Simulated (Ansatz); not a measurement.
# Octafluorocyclobutane (C₄F₈): small, medium and large basis sets

The task here is to estimate one member of a computed series from the others.

Program: Ansatz 0.2.0, Gaussian basis. Level of theory: one geometry, several basis sets. These are calculated values, not measurements.

The runs, in order: PBE0-D4/def2-SVP; ωB97M-V/def2-SVP; PBE0-D4/def2-QZVPP; ωB97M-V/def2-QZVPP; the functionals' def2-TZVPP values are taken from earlier runs.

### The geometry

All runs share one geometry, relaxed beforehand with PBE0-D4 in a triple-zeta def2 set.

SMILES `FC1(F)C(F)(F)C(F)(F)C1(F)F`, 12 atoms, charge 0, spin multiplicity 1.

Atoms are counted from 1 here; the program's logs count them from 0.

Bond lengths: F1–C2 1.332 Å, C2–F3 1.325 Å, C2–C4 1.566 Å, C2–C10 1.566 Å, C4–F5 1.332 Å, C4–F6 1.325 Å, C4–C7 1.566 Å, C7–F8 1.325 Å, C7–F9 1.332 Å, C7–C10 1.566 Å, C10–F11 1.332 Å, C10–F12 1.325 Å. Angles: F1–C2–F3 110.2°, F1–C2–C4 112.0°, F1–C2–C10 112.0°, F3–C2–C4 115.9°, F3–C2–C10 115.9°, C4–C2–C10 89.4°, C2–C4–F5 112.0°, C2–C4–F6 115.9°, C2–C4–C7 89.4°, F5–C4–F6 110.2°, F5–C4–C7 112.0°, F6–C4–C7 115.9°, C4–C7–F8 115.9°, C4–C7–F9 112.0°, C4–C7–C10 89.4°, F8–C7–F9 110.2°, F8–C7–C10 115.9°, F9–C7–C10 112.0° and more.

Geometry (Å):

```
F     1.58106    0.99862    0.93530
C     0.92225    0.59343   -0.14943
F     1.53781    1.01619   -1.24430
C    -0.60883    0.91041   -0.05881
F    -1.12411    1.22774   -1.24567
F    -0.96194    1.80875    0.84932
C    -0.87842   -0.58590    0.31703
F    -1.83508   -1.19286   -0.37057
F    -1.07947   -0.74387    1.62450
C     0.59067   -0.93635   -0.09749
F     0.64817   -1.50089   -1.30283
F     1.28488   -1.65048    0.77685
```

The first run:

File in.yaml:

```yaml
crystal:
  periodic: [false, false, false]
  atoms:
    - {symbol: F, position_ang: [1.581061, 0.998622, 0.935301]}
    - {symbol: C, position_ang: [0.922246, 0.593434, -0.149427]}
    - {symbol: F, position_ang: [1.537814, 1.016190, -1.244302]}
    - {symbol: C, position_ang: [-0.608828, 0.910411, -0.058808]}
    - {symbol: F, position_ang: [-1.124115, 1.227744, -1.245665]}
    - {symbol: F, position_ang: [-0.961937, 1.808748, 0.849324]}
    - {symbol: C, position_ang: [-0.878421, -0.585899, 0.317029]}
    - {symbol: F, position_ang: [-1.835081, -1.192861, -0.370572]}
    - {symbol: F, position_ang: [-1.079469, -0.743871, 1.624498]}
    - {symbol: C, position_ang: [0.590670, -0.936347, -0.097495]}
    - {symbol: F, position_ang: [0.648174, -1.500890, -1.302832]}
    - {symbol: F, position_ang: [1.284883, -1.650481, 0.776849]}
basis:
  gaussian: {orbitals: def2-SVP}
hamiltonian: {xc: pbe0, dispersion: d4}
output: {orbitals: {seedname: orbitals}}
```

Run with:

```console
ansatz run in.yaml --threads 4 --pin off --events-out ev --progress --plain --max-ram 66560MiB --backend cpu
```

Among the steps run: PBE0-D4 in def2-SVP; ωB97M-V in def2-SVP; PBE0-D4 in def2-QZVPP; ωB97M-V in def2-QZVPP.

One of the session's tables, all rows but one given; the rest of the session is left out.

| functional | basis | HOMO (eV) |
| --- | --- | --- |
| PBE0-D4 | def2-SVP | -9.35 |
| PBE0-D4 | def2-TZVPP | -9.52 |
| PBE0-D4 | def2-QZVPP | -9.58 |
| ωB97M-V | def2-SVP | ? |
| ωB97M-V | def2-TZVPP | -11.84 |
| ωB97M-V | def2-QZVPP | -11.91 |

Estimate the missing values for ωB97M-V, def2-SVP.

**Answer.** HOMO (eV): -11.64. In the column «HOMO (eV)» it lies between ωB97M-V, def2-TZVPP (-11.84) and PBE0-D4, def2-QZVPP (-9.58).
